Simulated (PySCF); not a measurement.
# C3H5GeNO: the cost of one run

Programs: PySCF 2.14.0, with density-fitted response routines of our own. Each step states its level of theory. These are calculated values for one molecule in the gas phase, unless marked as measured. Atoms count from 0, in the outputs and in this text.

## 1. Starting geometry

11 atoms, charge 0, multiplicity 1; geometry from: GFN2-xTB. The atoms were then displaced at random by about 0.01 Å, so the start is not that level's minimum.

Bonds of the start (Å): Ge0–C1 1.91, C1–C2 1.36, C2–C3 1.45, C3–N4 1.32, N4–O5 1.35, O5–C1 1.34, Ge0–H6 1.50, Ge0–H7 1.46, Ge0–H8 1.51, C2–H9 1.08, C3–H10 1.03.

## 2. Optimising the geometry at PBE0-D3(BJ)/def2-SVP

The job: settings as JSON, then the geometry in Å.

```
{"job": {"xc": "PBE0", "basis": "def2-SVP", "d3": "d3bj", "grid": 1, "shake": 0.01, "kind": "geom"}, "charge": 0, "multiplicity": 1}
Ge    -1.963330    -0.138130     0.001370
C     -0.056620    -0.095820    -0.080290
C      0.940800     0.588470     0.532190
C      2.162620     0.073500    -0.058940
N      1.829830    -0.841500    -0.954270
O      0.483670    -0.936980    -0.967600
H     -2.415570     0.274900     1.366140
H     -2.425800    -1.480270    -0.343520
H     -2.538070     0.868840    -0.966280
H      0.877160     1.338620     1.310140
H      3.143430     0.322540     0.145410
```

Started as:

```sh
OMP_NUM_THREADS=1 python probes_run.py task.json out
```

This one command runs all jobs of the session in turn.

**Question.** How long does this first job take on 1 thread of Arm Neoverse V1, shared host, and how much memory does it need?

About 90 s, with a peak of 0.53 GiB.
